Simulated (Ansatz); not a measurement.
# MoO: the cost of one run

Program: Ansatz 0.2.0, Gaussian basis. Level of theory: def2-QZVPP, core rule «outside noble gas», up to 5 orbitals frozen. These are calculated values, not measurements.

Plan: UHF; ROHF; CCSD(T) on UHF.

### 1 The geometry

The geometry is a PBE0/def2-TZVP stationary point (not a proven minimum) of the parent state, kept for this charge and spin. No spin-orbit coupling is included. Elements past krypton take def2 core potentials.

2 atoms, charge 0, spin multiplicity 9.

Atoms are counted from 1 here; the program's logs count them from 0.

Bond lengths: Mo1–O2 1.990 Å.

### 2 UHF

in.yaml

```yaml
crystal:
  periodic: [false, false, false]
  atoms:
    - {symbol: Mo, position_ang: [0.000000, 0.000000, 0.000000]}
    - {symbol: O, position_ang: [0.000000, 0.000000, 1.989800]}
basis:
  gaussian: {orbitals: "def2-QZVPP.json"}
magnetization: {spin_polarized: true, initial_magnetization: 8}
hamiltonian: {xc: hf}
output: {orbitals: {seedname: orbitals}}
```

Launch:

```sh
$ ansatz run in.yaml --threads 1 --pin off --events-out ev --progress --plain --max-ram 3968MiB --backend cpu
```

Q: Estimate wall time and peak memory on 1 thread of AMD EPYC 7R13, shared host.

About 5.5 s, with a peak of 0.28 GiB.
